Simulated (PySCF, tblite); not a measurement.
**C₃H₃F₂Si radical: geometry, infrared bands and EPR parameters**

Aim: predict the infrared bands and EPR parameters of C₃H₃F₂Si radical (`F[C](F)C#C[SiH3]`).

Programs: tblite 0.8.0 and PySCF 2.14.0, with density-fitted response routines of our own. Each step states its level of theory. These are calculated values for one molecule in the gas phase, unless marked as measured. Atoms count from 0, in the outputs and in this text.

## Step 1: The molecule as given

9 atoms, charge 0, multiplicity 2; geometry from: force field or distance geometry start.

Bonds of the start (Å): F0–C1 1.35, C1–F2 1.35, C1–C3 1.41, C3–C4 1.20, C4–Si5 1.87, Si5–H6 1.49, Si5–H7 1.49, Si5–H8 1.48.

## Step 2: Relaxing the molecule with GFN2-xTB

Job settings and geometry (Å):

```
{"job": {"kind": "relax", "xc": "GFN2-xTB", "basis": "xTB"}, "charge": 0, "multiplicity": 2}
F      3.170600     1.078100     0.016900
C      2.419100     0.022000    -0.368200
F      3.008700    -1.040100    -0.967400
C      1.031100     0.015000    -0.116700
C     -0.151400    -0.002900     0.111800
Si    -1.990300    -0.015400     0.431900
H     -2.481900     1.370000     0.650800
H     -2.282200    -0.817800     1.647100
H     -2.710000    -0.602900    -0.717500
```

Command:

```sh
> OMP_NUM_THREADS=1 python probes_run.py task.json out
```

One launch serves the whole session: the jobs run in the order shown.

**Question.** This job is followed by: GFN2-xTB harmonic vibrations, gas phase; UKS B3LYP, pcH-1 on C F H Si, non-relativistic, mean-field spin-orbit, GIAO. Predict these results of the whole session: strongest single infrared mode (GFN2-xTB); zero-point energy (GFN2-xTB); g(iso) (B3LYP); ⟨S²⟩; largest a(iso) (averaged by class); surface potential, 1st and 99th percentile.

**Answer**, as computed:

| quantity | value |
| --- | --- |
| strongest single infrared mode (GFN2-xTB) | 1448 cm⁻¹, 465 km/mol |
| zero-point energy (GFN2-xTB) | 26.0 kcal/mol |
| g(iso) (B3LYP) | 2.00354 |
| ⟨S²⟩ | 0.768 (exact 0.75) |
| largest a(iso) (averaged by class) | 19F on F0, F2, 101.3 MHz |
| surface potential, 1st and 99th percentile | -0.42 V and 1.39 V |

What this shows: Over 16 steps the energy fell by 0.226 eV; of the close pairs, C1–C3 changed most, 1.411 to 1.347 Å. The lowest mode is slightly imaginary (13i cm⁻¹), a soft motion within the noise of the Hessian, so the minimum is not strictly shown. The strongest single mode, at 1448 cm⁻¹, moves mainly C1. GFN2-xTB is a fitted tight-binding method: band positions and strengths are rough. Its intensities can rank the bands wrongly. The largest spin populations lie on C1 (0.59 e), C4 (0.56 e). The isotropic g lies 1.2 ppt above the free-electron value.
